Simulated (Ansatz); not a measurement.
# CuS: the cost of one run

Method: DFT PBEsol, scalar-relativistic, plane waves, PAW, in Ansatz 0.2.0.

## Step 1: The structure to begin with

The structure is cubic, space group F-43m (No. 216). Conventional cell: a = 5.160 Å, b = 5.160 Å, c = 5.160 Å, α = 90.00°, β = 90.00°, γ = 90.00°. Cu (site symmetry -43m) is surrounded by 4 S at 2.23 Å. S (site symmetry -43m) is surrounded by 4 Cu at 2.23 Å.

As a file:

```
CELL_PARAMETERS angstrom
0.00000 2.58003 2.58003
2.58003 0.00000 2.58003
2.58003 2.58003 0.00000
ATOMIC_POSITIONS crystal
Cu 0.25000 0.25000 0.25000
S 0.00000 0.00000 0.00000
```

The structure comes from the Materials Project (structure only).

## Step 2: Ground state at the listed geometry

The input, input.yaml:

```yaml
crystal:
  lattice:
    - [0.0, 2.5800301133, 2.5800301133]
    - [2.5800301133, 0.0, 2.5800301133]
    - [2.5800301133, 2.5800301133, 0.0]
  atoms:
    - { symbol: Cu, position: [0.25, 0.25, 0.25] }
    - { symbol: S, position: [0.0, 0.0, 0.0] }
basis:
  ecutwfc: 420
  fft_grid_basis: typed
kpoints:
  mp_grid: { grid: [10, 10, 10] }
hamiltonian:
  xc: pbesol
  pseudopotentials: { kind: paw }
scf:
  occupations: { method: gaussian, width: 0.05 }
output:
  forces: true
  stress: true
  eigenvalues: true
  bader: true
  write_density: true
  volumetric_format: npy
  elf: true
```

The run is started by

```bash
$ ansatz run input.yaml --threads 1 --pin off --max-ram 2560MiB --backend cpu --events-out ev --progress --plain --runs-dir out
```

What time and memory should one allow on 1 thread of Arm Neoverse N1, shared host?

About 30 s, with a peak of 0.31 GiB.
